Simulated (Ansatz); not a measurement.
# ClGeH5S: the cost of one run

Program: Ansatz 0.2.0. Level of theory: RHF/def2-SVP. These are calculated values, not measurements.

## (1) The system as given

Bond lengths: Ge1–H3 1.550 Å, Ge1–H4 1.549 Å, Ge1–Cl5 2.218 Å, Ge1–S6 2.550 Å, S6–H7 1.400 Å. Angles: H3–Ge1–H4 109.5°, H3–Ge1–Cl5 109.5°, H3–Ge1–S6 75.8°, H4–Ge1–Cl5 109.5°, H4–Ge1–S6 173.4°, Cl5–Ge1–S6 64.4°, Ge1–S6–H7 109.5°.

Structure file:

```xyz
8

Ge    0.0000    0.0000    0.0000
H     0.0000    0.0000    1.9000
H     1.4616    0.0000   -0.5162
H    -0.7300    1.2648   -0.5162
Cl   -1.0456   -1.8115   -0.7393
S     0.9489   -2.2261    0.8041
H     0.0689   -3.2600    0.4622
H     0.3830   -0.8985    1.9513
```

## (2) A restrained relaxation towards end A

Springs on the bonds that form and break draw the guess towards this end; the thresholds are loose.

Contents of input.yaml:

```yaml
crystal:
  periodic: [false, false, false]
  atoms:
    - { symbol: Ge, position_ang: [0.0, 0.0, 0.0] }
    - { symbol: H, position_ang: [0.0, 0.0, 1.9] }
    - { symbol: H, position_ang: [1.4616, 0.0, -0.5162] }
    - { symbol: H, position_ang: [-0.73, 1.2648, -0.5162] }
    - { symbol: Cl, position_ang: [-1.0456, -1.8115, -0.7393] }
    - { symbol: S, position_ang: [0.9489, -2.2261, 0.8041] }
    - { symbol: H, position_ang: [0.0689, -3.26, 0.4622] }
    - { symbol: H, position_ang: [0.383, -0.8985, 1.9513] }
basis:
  gaussian: { orbitals: def2-SVP }
hamiltonian:
  xc: hf
relax:
  f_tol: 0.15
  max_steps: 25
  restrain:
    - { distance: [0, 5], at: 3.45, k: 30.0 }
    - { distance: [7, 1], at: 1.86, k: 30.0 }
    - { distance: [0, 1], at: 1.55, k: 30.0 }
    - { distance: [7, 5], at: 1.4, k: 30.0 }
output:
  orbitals: {}
```

Run with:

```
ansatz run input.yaml --threads 1 --pin off --max-ram 2048MiB --backend cpu --events-out ev --progress --plain --runs-dir out
```

**Question.** How long does this run take on 1 thread of Intel Xeon 6975P-C (Granite Rapids), shared host, and how much memory does it need?

About 13 s, with a peak of 0.2 GiB.
